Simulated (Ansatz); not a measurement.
# BeGeH (quartet): from Hartree-Fock to the top rungs, 6-31G

How much of the correlation energy of BeGeH (quartet) does each wave-function method recover here?

The runs use Ansatz 0.2.0, Gaussian basis; 6-31G, core rule «outside noble gas», up to 15 orbitals frozen.

Plan: UHF; CCSD(T) on ROHF; CCSD(T) on UHF; BCCD(T) on ROHF; CISD; CCSDT(Q) on ROHF; CCSDT(Q) on UHF; CISDTQ; CASSCF and MRCISD+Q, 7 electrons in 9 orbitals; CASSCF and NEVPT2, 7 electrons in 9 orbitals; Full CI.

15 further runs of the same task are left out: 8 that didn't finish, 7 set aside as unsound or not needed.

## Step 1: What is computed

The geometry is a PBE0/def2-TZVP stationary point (not a proven minimum) of the parent state, kept for this charge and spin. No spin-orbit coupling is included. The filled d shell of Ge may be among the frozen orbitals whatever the setting's name suggests; the logs give the count.

3 atoms, charge 0, spin multiplicity 4.

Atoms are counted from 1 here; the program's logs count them from 0.

Bond lengths: Be2–H3 1.345 Å.

Coordinates:

```xyz
3
charge 0, multiplicity 4
Ge    0.0000    0.0000    1.9587
Be    0.0000    0.0000   -0.3067
H     0.0000    0.0000   -1.6520
```

## Step 2: UHF

in.yaml

```yaml
crystal:
  periodic: [false, false, false]
  atoms:
    - {symbol: Ge, position_ang: [0.000000, 0.000000, 1.958676]}
    - {symbol: Be, position_ang: [0.000000, 0.000000, -0.306700]}
    - {symbol: H, position_ang: [0.000000, 0.000000, -1.651976]}
basis:
  gaussian: {orbitals: 6-31G}
magnetization: {spin_polarized: true, initial_magnetization: 3}
hamiltonian: {xc: hf}
output: {orbitals: {seedname: orbitals}}
```

On the command line:

```console
> ansatz run in.yaml --threads 1 --pin off --events-out ev --progress --plain --max-ram 2393MiB
```

Further steps of the session: CCSD(T) on ROHF; CCSD(T) on UHF; BCCD(T) on ROHF; CISD; CCSDT(Q) on ROHF; CCSDT(Q) on UHF; CISDTQ; CASSCF and MRCISD+Q, 7 electrons in 9 orbitals; CASSCF and NEVPT2, 7 electrons in 9 orbitals; Full CI.

**Question.** What will the summary of the whole plan be? Wanted: FCI below the RHF energy; RMP2 from FCI; UMP2 from FCI; RCCSD from FCI; RCCSD(T) from FCI; UCCSD(T) from FCI; RCCSDT(Q) from FCI; UCCSDT(Q) from FCI; NEVPT2 valence from FCI.

As calculated:

```
                         quantity                                                                                                        value
         FCI below the RHF energy                                                                                                   -1.6874 eV
                    RMP2 from FCI                                                                                                 +49.1 kJ/mol
                    UMP2 from FCI                                                                                                 +49.0 kJ/mol
                   RCCSD from FCI                                                                                                  +5.5 kJ/mol
                RCCSD(T) from FCI                                                                                                  +1.7 kJ/mol
                UCCSD(T) from FCI                                                                                                  +1.3 kJ/mol
               RCCSDT(Q) from FCI                                                                                                   0.0 kJ/mol
               UCCSDT(Q) from FCI                                                                                                  -0.4 kJ/mol
          NEVPT2 valence from FCI                                                                                                 +15.5 kJ/mol
        MRCISD+Q valence from FCI                                                                                                  +0.3 kJ/mol
levels within 1 kcal/mol (43 meV)  RCCSD(T), UCCSD(T), BCCD(T), RCCSDT, UCCSDT, CISDTQ, RCCSDT(Q), UCCSDT(Q), MRCISD valence, MRCISD+Q valence
                    T1 diagnostic                                                                                                        0.028
   effectively unpaired electrons                                                                                                         3.02
```

RCCSD(T) misses by +1.7 kJ/mol, 1.0 % of the correlation energy. UCCSDT, UCCSDT(Q) fall below full CI: unrestricted runs freeze a spin-polarised core, another one than full CI's, and coupled cluster isn't variational. One determinant dominates. Of the multireference levels listed MRCISD+Q valence comes nearest in total energy (+0.3 kJ/mol), which doesn't show that its space is the better one. These misses are within one basis, not against nature; the frozen cores of restricted and unrestricted runs differ, which can shift their rows.
